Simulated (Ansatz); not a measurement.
# CH6GaP: the cost of one run

Program: Ansatz 0.2.0. Level of theory: RKS B3LYP-D4/def2-SVP. These are calculated values, not measurements.

### Step 1. The system as given

Bond lengths: C1–Ga2 2.047 Å, Ga2–P3 2.352 Å, C1–H4 1.094 Å, C1–H5 1.094 Å, C1–H6 1.095 Å, Ga2–H7 1.608 Å, P3–H8 1.402 Å, P3–H9 1.401 Å. Angles: C1–Ga2–P3 125.7°, C1–Ga2–H7 114.7°, P3–Ga2–H7 119.5°, Ga2–C1–H4 111.1°, Ga2–C1–H5 111.1°, Ga2–C1–H6 111.3°, H4–C1–H5 107.2°, H4–C1–H6 107.9°, H5–C1–H6 108.1°, Ga2–P3–H8 89.1°, Ga2–P3–H9 89.0°, H8–P3–H9 91.2°.

Structure file:

```xyz
9

C    -0.8298    1.0654   -0.6328
Ga    0.7949   -0.1570   -0.3952
P     1.1688   -1.6086    1.4168
H    -0.5370    2.1192   -0.6133
H    -1.3222    0.8843   -1.5928
H    -1.5664    0.9069    0.1615
H     1.8703   -0.0850   -1.5883
H     0.0446   -2.3499    1.0267
H     0.3768   -0.7754    2.2173
```

### Step 2. End point A

File input.yaml:

```yaml
crystal:
  periodic: [false, false, false]
  atoms:
    - { symbol: C, position_ang: [-0.82983, 1.06543, -0.63275] }
    - { symbol: Ga, position_ang: [0.79493, -0.157, -0.39518] }
    - { symbol: P, position_ang: [1.16876, -1.6086, 1.41682] }
    - { symbol: H, position_ang: [-0.53704, 2.11922, -0.6133] }
    - { symbol: H, position_ang: [-1.32217, 0.88428, -1.59276] }
    - { symbol: H, position_ang: [-1.56639, 0.90694, 0.16152] }
    - { symbol: H, position_ang: [1.87032, -0.08503, -1.5883] }
    - { symbol: H, position_ang: [0.04462, -2.34987, 1.02665] }
    - { symbol: H, position_ang: [0.3768, -0.77537, 2.21731] }
basis:
  gaussian: { orbitals: def2-SVP }
hamiltonian:
  xc: b3lyp
  dispersion: d4
relax:
  f_tol: 0.02
  max_steps: 50
```

Run with:

```console
$ ansatz run input.yaml --threads 2 --pin off --max-ram 3072MiB --backend cpu --events-out ev --progress --plain --runs-dir out
```

What time and memory should one allow on 2 threads of Intel Xeon Platinum 8488C (Sapphire Rapids), shared host?

About 26 s, with a peak of 0.22 GiB.
